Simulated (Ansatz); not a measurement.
Born–Oppenheimer molecular dynamics of a periodic cell of 16 atoms, Li (start crystal Li, start structure bcc, volume 1.1 times the crystal's). It goes on from the last frame of an earlier run, with new velocities.

Level of theory: DFT r2SCAN, scalar-relativistic, plane waves, PAW (Ansatz). Settings: accuracy low, cutoff 500 eV, k mesh 2x2x2, fermi-dirac smearing 0.1 eV, no spin polarisation.

- ensemble: NVT, Langevin thermostat
- time step: 1 fs
- steps asked: 69
- set temperature: 720 K
- friction: 0.02 /fs
- temperature schedule: 52 steps to 300 K, then 17 steps to 300 K
- seed: 455950

First frame:

```xyz
16
Lattice="7.2053 0.0000 0.0000 0.0000 7.2053 0.0000 0.0000 0.0000 7.2053" Properties=species:S:1:pos:R:3
Li 0.160 -0.159 -0.055
Li 3.826 -0.180 -0.246
Li -0.113 3.883 -0.156
Li -0.529 0.293 3.674
Li 1.578 1.943 2.124
Li 3.662 3.802 -0.366
Li 3.546 -0.163 3.840
Li 5.409 2.034 1.789
Li -0.185 3.646 3.993
Li 2.139 5.428 2.231
Li 1.605 1.765 5.338
Li 3.932 3.541 3.498
Li 5.843 5.409 1.674
Li 5.521 1.899 5.647
Li 1.588 5.246 5.355
Li 5.541 5.274 5.003
```

Problem. What does the run give?

Solution. The run went to its last step.

```
steps done                                               : 69
time covered                                             : 69 fs
mean temperature over the second half                    : 524 K
spread of the potential energy over the second half      : 3.3 meV per atom
mean potential energy of the second half above the start : 4.7 meV per atom
```

The schedule's set-point averaged 335 K over the second half and the system 524 K, so it lags behind the ramp. A run of 0.069 ps of so small a system gives no equilibrium averages. Limits of this set-up: coarse k mesh, low accuracy level.

Problem. What happens to the structure?

Solution. Mean squared displacements from the first frame to the last, about the centre of mass: Li 0.36 Å². This is one draw of velocities; another would differ in detail.

Problem. How do temperature and energy run in time?

Solution. 
```
time (fs)  T (K)  potential energy less start (eV)
      0.0    675                             0.000
      2.0    612                             0.010
      4.0    671                             0.020
      6.0    700                             0.025
      8.0    708                             0.032
     10.0    669                             0.043
     12.0    659                             0.055
     14.0    673                             0.073
     16.0    688                             0.100
     18.0    636                             0.134
     20.0    604                             0.179
     22.0    602                             0.220
     24.0    625                             0.253
     26.0    533                             0.274
     28.0    552                             0.286
     30.0    515                             0.286
     32.0    529                             0.268
     34.0    520                             0.235
     36.0    558                             0.195
     38.0    631                             0.152
     40.0    623                             0.109
     42.0    633                             0.069
     44.0    729                             0.035
     46.0    629                             0.014
     48.0    572                             0.004
     50.0    596                             0.005
     52.0    508                             0.015
     54.0    511                             0.033
     56.0    468                             0.056
     58.0    475                             0.079
     60.0    417                             0.090
     62.0    361                             0.096
     64.0    386                             0.097
     66.0    375                             0.095
     68.0    425                             0.089
```

The run took 18 min on 1 thread of Intel(R) Xeon(R) Platinum 8259CL CPU @ 2.50GHz (Skylake/Cascade Lake), on a shared host, peak memory 0.82 GiB.
